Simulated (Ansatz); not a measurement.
# Al2O5: the cost of one run

Method: DFT PBE, scalar-relativistic, plane waves, PAW, unless a step names another level, in Ansatz 0.2.0.

5 further runs of the same task are left out: 5 set aside as unsound or not needed. Runs told in other sessions of the task aren't counted.

## 1. What the formula suggests

Pauling electronegativities: Al 1.61, O 3.44 (spread 1.83). No set of common oxidation states balances it. Tabulated atomic sizes suggest about 10 Å³/atom. 27 candidates were drawn, by swapping species into database cells of other compounds, at random by space group and Wyckoff sites, or by hand, as the table says:

```
name                                                   made from  space group no.                    Wyckoff sites  atoms (primitive cell)  V (Å³/atom)
 c01                                      database cell of Ta2O5               47      Al 1d, 1a; O 2q, 1h, 1b, 1e                       7         12.4
 c02                                                      random              139                  Al 4e; O 8g, 2b                       7         10.7
 c03                                                      random              183                  Al 2b; O 3c, 2b                       7         13.5
 c04  built by hand: Al2O3 octahedral slabs with intercalated O2              164              Al 2d; O 2c, 2d, 1a                       7         10.4
 c05                                                      random              191              Al 2c; O 3f, 1a, 1b                       7         13.1
 c06          built by hand: Al2O(O2)2 tetragonal peroxide-oxide              123                  Al 2g; O 4i, 1a                       7         10.8
 c07                                                      random               71                  Al 4j; O 2c, 8n                       7         12.6
 c08                         built by hand: V2O5 (shcherbinaite)               59              Al 4e; O 4e, 2a, 4e                      14         10.4
 c09                                     database cell of Ga2Te5               87                  Al 4d; O 8h, 2a                       7         11.9
 c10                                      database cell of Ta2O5               10              Al 2m; O 2n, 2m, 1c                       7         13.4
 c11                                                      random               38          Al 2b, 2a; O 4d, 4e, 2b                       7         11.9
 c12                                                      random              166              Al 6c; O 9e, 3a, 3b                       7         11.8
 c13                                                      random              191                  Al 2e; O 3g, 2e                       7         12.7
 c14                                                      random               12              Al 4h; O 2c, 4i, 4f                       7         12.0
 c15                                     database cell of Li5Sn2              166              Al 6c; O 3b, 6c, 6c                       7         12.5
 c16                                                      random              166              Al 3b, 3a; O 9e, 6c                       7         12.8
 c17                                                      random              123              Al 1c, 1a; O 1d, 4m                       7         11.3
 c18                                      database cell of Ta2O5                5              Al 4c; O 4c, 4c, 2b                       7          9.5
 c19                                                      random               22                 Al 8g; O 16k, 4a                       7         10.6
 c20                                                      random               99                  Al 2c; O 4f, 1b                       7         10.6
 c21                                                      random              164              Al 2d; O 3f, 1a, 1b                       7         11.6
 c22   built by hand: Honeycomb Al2O3 sheets with O2 in channels              191                  Al 2c; O 2e, 3f                       7         14.0
 c23                                                      random               12                  Al 4f; O 8j, 2c                       7         12.3
 c24                                                      random              166              Al 3a, 3b; O 9d, 6c                       7         12.7
 c25                                                      random               71                  Al 4j; O 8k, 2b                       7         10.5
 c26                                     database cell of Cu5Ge2              160  Al 3a, 3a; O 3a, 3a, 3a, 3a, 3a                       7         10.3
 c27                                       database cell of V2O5               12              Al 4i; O 2a, 4i, 4i                       7         13.0
```

## 2. Screening run of c04

File input.yaml:

```yaml
crystal:
  lattice:
    - [3.0, 0.0, 0.0]
    - [-1.5, 2.59807621, 0.0]
    - [0.0, 0.0, 9.3]
  atoms:
    - { symbol: Al, position: [0.33333333, 0.66666667, 0.1] }
    - { symbol: Al, position: [0.66666667, 0.33333333, 0.9] }
    - { symbol: O, position: [0.0, 0.0, 0.433] }
    - { symbol: O, position: [0.0, 0.0, 0.567] }
    - { symbol: O, position: [0.66666667, 0.33333333, 0.195] }
    - { symbol: O, position: [0.33333333, 0.66666667, 0.805] }
    - { symbol: O, position: [0.0, 0.0, 0.0] }
basis:
  ecutwfc: 420
kpoints:
  mp_grid: { grid: [6, 6, 2] }
hamiltonian:
  xc: pbe
scf:
  occupations: { method: gaussian, width: 0.2 }
  lower_state_search: "off"
output:
  forces: true
  stress: true
  eigenvalues: true
relax:
  adjacent_minimum: "off"
  f_tol: 0.08
  max_steps: 16
  cell: { stress_tol: 0.8 }
```

Run with:

```bash
$ ansatz run input.yaml --threads 1 --pin off --max-ram 2560MiB --backend cpu --events-out ev --progress --plain --runs-dir out
```

**Question.** How long does this run take on 1 thread of Intel Xeon 6975P-C (Granite Rapids), shared host, and how much memory does it need?

About 16 s, with a peak of 0.39 GiB.
